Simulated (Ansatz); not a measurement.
# C2H6Cl3Nb: the cost of one run

Program: Ansatz 0.2.0. Level of theory: the levels named in each step. These are calculated values, not measurements.

## (1) The system as given

Bond lengths: C1–Nb2 2.298 Å, Nb2–C3 2.298 Å, Nb2–Cl4 2.233 Å, Nb2–Cl5 2.255 Å, Nb2–Cl6 2.232 Å, C1–H7 1.093 Å, C1–H8 1.090 Å, C1–H9 1.097 Å, C3–H10 1.093 Å, C3–H11 1.096 Å, C3–H12 1.097 Å. Angles (14 of 22 angles, heavy atoms first): C1–Nb2–C3 112.7°, C1–Nb2–Cl4 85.6°, C1–Nb2–Cl5 123.6°, C1–Nb2–Cl6 85.6°, C3–Nb2–Cl4 85.6°, C3–Nb2–Cl5 123.7°, C3–Nb2–Cl6 85.6°, Cl4–Nb2–Cl5 98.0°, Cl4–Nb2–Cl6 164.0°, Cl5–Nb2–Cl6 98.0°, Nb2–C1–H7 112.4°, Nb2–C1–H8 112.5°, Nb2–C1–H9 107.5°, Nb2–C3–H10 112.4°.

Coordinates:

```xyz
12

C    -1.3432   -1.9157   -0.1208
Nb    0.0265   -0.0750    0.0014
C     2.2490   -0.6324    0.1746
Cl   -0.0439   -0.3828    2.2116
Cl   -0.7295    2.0491   -0.0437
Cl    0.3051   -0.3518   -2.1961
H    -2.0494   -1.9655    0.7118
H    -1.9039   -1.9575   -1.0552
H    -0.7027   -2.8055   -0.0844
H     2.8394   -0.2567   -0.6649
H     2.6992   -0.2628    1.1025
H     2.3141   -1.7274    0.1801
```

## (2) A rough first relaxation, PBE-D4/def2-SVP

This run stands in another session on the same molecule. It ended at:

```xyz
12

C    -1.3010   -1.8604   -0.1179
Nb    0.0725   -0.2043    0.0040
C     2.1818   -0.6137    0.1704
Cl   -0.0212   -0.4774    2.3173
Cl   -0.6976    1.9590   -0.0428
Cl    0.3489   -0.4453   -2.2982
H    -2.0012   -1.8657    0.7401
H    -1.8580   -1.8496   -1.0750
H    -0.6707   -2.7780   -0.0759
H     2.7390   -0.2082   -0.6964
H     2.5934   -0.2165    1.1187
H     2.2744   -1.7238    0.1727
```

## (3) Relaxation, HF/def2-SVP

Contents of input.yaml:

```yaml
crystal:
  periodic: [false, false, false]
  atoms:
    - { symbol: C, position_ang: [-1.30101934, -1.86043807, -0.11794469] }
    - { symbol: Nb, position_ang: [0.07252635, -0.2043016, 0.00402255] }
    - { symbol: C, position_ang: [2.18181823, -0.61367149, 0.17044881] }
    - { symbol: Cl, position_ang: [-0.02118067, -0.47737953, 2.31729858] }
    - { symbol: Cl, position_ang: [-0.69757555, 1.95896505, -0.04280403] }
    - { symbol: Cl, position_ang: [0.34893985, -0.44527273, -2.29820404] }
    - { symbol: H, position_ang: [-2.00115844, -1.86567029, 0.7400578] }
    - { symbol: H, position_ang: [-1.85797002, -1.84957868, -1.07497089] }
    - { symbol: H, position_ang: [-0.6707322, -2.77797379, -0.0759437] }
    - { symbol: H, position_ang: [2.73899864, -0.20824945, -0.69644321] }
    - { symbol: H, position_ang: [2.59341156, -0.21652917, 1.1186553] }
    - { symbol: H, position_ang: [2.27444158, -1.72384025, 0.17268752] }
basis:
  gaussian: { orbitals: def2-SVP }
hamiltonian:
  xc: hf
relax:
  f_tol: 0.002
  max_steps: 150
```

Started as:

```console
ansatz run input.yaml --threads 4 --pin off --max-ram 10240MiB --backend cpu --events-out ev --progress --plain --runs-dir out
```

Q: Estimate wall time and peak memory on 4 threads of Arm Neoverse N1, shared host.

About 25 s, with a peak of 0.44 GiB.
